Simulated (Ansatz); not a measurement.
# C2H6BI: a ladder of functionals and wavefunction methods

One table from this session's results is given with a row withheld; the runs are named, their logs left out.

Program: Ansatz 0.2.0, Gaussian basis. Level of theory: functionals in def2-TZVPP, the program's frozen cores in correlated methods. These are calculated values, not measurements.

Plan: PBE-D4, r2SCAN-D4, PBE0-D4, B3LYP-D4, ωB97X-V, ωB97M-V, B2PLYP; CCSD(T)/def2-TZVPP; MP2/def2-QZVPP; extrapolation to the limit.

### The relaxed structure

The geometry comes from an earlier relaxation with PBE0-D4 in a triple-zeta def2 set; it is a stationary point, not always the lowest conformer. I takes the def2 core potential; no spin-orbit term is included.

SMILES `BCCI`, 10 atoms, charge 0, spin multiplicity 1.

Atoms are counted from 1 here; the program's logs count them from 0.

Bond lengths: B1–C2 1.556 Å, B1–H5 1.197 Å, B1–H6 1.198 Å, C2–C3 1.508 Å, C2–H7 1.100 Å, C2–H8 1.100 Å, C3–I4 2.154 Å, C3–H9 1.088 Å, C3–H10 1.088 Å. Angles: C2–B1–H5 118.9°, C2–B1–H6 122.2°, H5–B1–H6 118.9°, B1–C2–C3 115.8°, B1–C2–H7 107.5°, B1–C2–H8 107.4°, C3–C2–H7 111.2°, C3–C2–H8 111.2°, H7–C2–H8 103.0°, C2–C3–I4 113.1°, C2–C3–H9 112.5°, C2–C3–H10 112.5°, I4–C3–H9 104.6°, I4–C3–H10 104.6°, H9–C3–H10 108.9°.

The first run:

in.yaml reads:

```yaml
crystal:
  periodic: [false, false, false]
  atoms:
    - {symbol: B, position_ang: [-1.166321, 1.009237, 0.051474]}
    - {symbol: C, position_ang: [-0.321947, -0.233556, -0.352328]}
    - {symbol: C, position_ang: [1.019896, -0.362433, 0.323603]}
    - {symbol: I, position_ang: [2.112574, -2.112450, -0.295103]}
    - {symbol: H, position_ang: [-2.239939, 1.168185, -0.452897]}
    - {symbol: H, position_ang: [-0.778456, 1.812964, 0.851206]}
    - {symbol: H, position_ang: [-0.216212, -0.219612, -1.446905]}
    - {symbol: H, position_ang: [-0.943176, -1.123779, -0.175287]}
    - {symbol: H, position_ang: [0.934189, -0.459283, 1.403741]}
    - {symbol: H, position_ang: [1.682492, 0.469625, 0.095394]}
basis:
  gaussian: {orbitals: def2-TZVPP}
hamiltonian: {xc: pbe, dispersion: d4}
output: {forces: true, orbitals: {seedname: orbitals}}
```

On the command line:

```sh
$ ansatz run in.yaml --threads 4 --pin off --events-out ev --progress --plain --max-ram 10444MiB
```

Steps of the session up to this table: PBE-D4 (GGA); r2SCAN-D4 (meta-GGA); PBE0-D4 (hybrid); B3LYP-D4 (hybrid); ωB97X-V (range-separated); ωB97M-V (range-separated); B2PLYP (double hybrid); CCSD(T) in def2-TZVPP; MP2 in def2-QZVPP.

One table of the session follows, with a row left open; its other results are not shown here.

It belongs to the step «Atomisation energies». 

| method | atomisation energy (kcal/mol) |
| --- | --- |
| PBE-D4 | 853.5 |
| r2SCAN-D4 | 842.8 |
| PBE0-D4 | 844.9 |
| B3LYP-D4 | 840.5 |
| ωB97X-V | 839.3 |
| ωB97M-V | 839.7 |
| B2PLYP | ? |
| HF/def2-TZVPP | 638.2 |
| MP2/def2-TZVPP | 830.4 |
| CCSD/def2-TZVPP | 809.3 |
| CCSD(T)/def2-TZVPP | 819.9 |
| MP2/CBS | 849.6 |
| CCSD(T)/CBS | 839.0 |

Q: Estimate the row for B2PLYP from the others.

As computed: atomisation energy (kcal/mol): 831.7. In the column «atomisation energy (kcal/mol)» it lies between MP2/def2-TZVPP (830.4) and CCSD(T)/CBS (839.0).

Caveats from the session: Free atoms (1 B, 2 C, 1 I, 6 H) were run apart at each level; the atomisation energy is their sum less the molecule, without zero-point or spin-orbit terms.
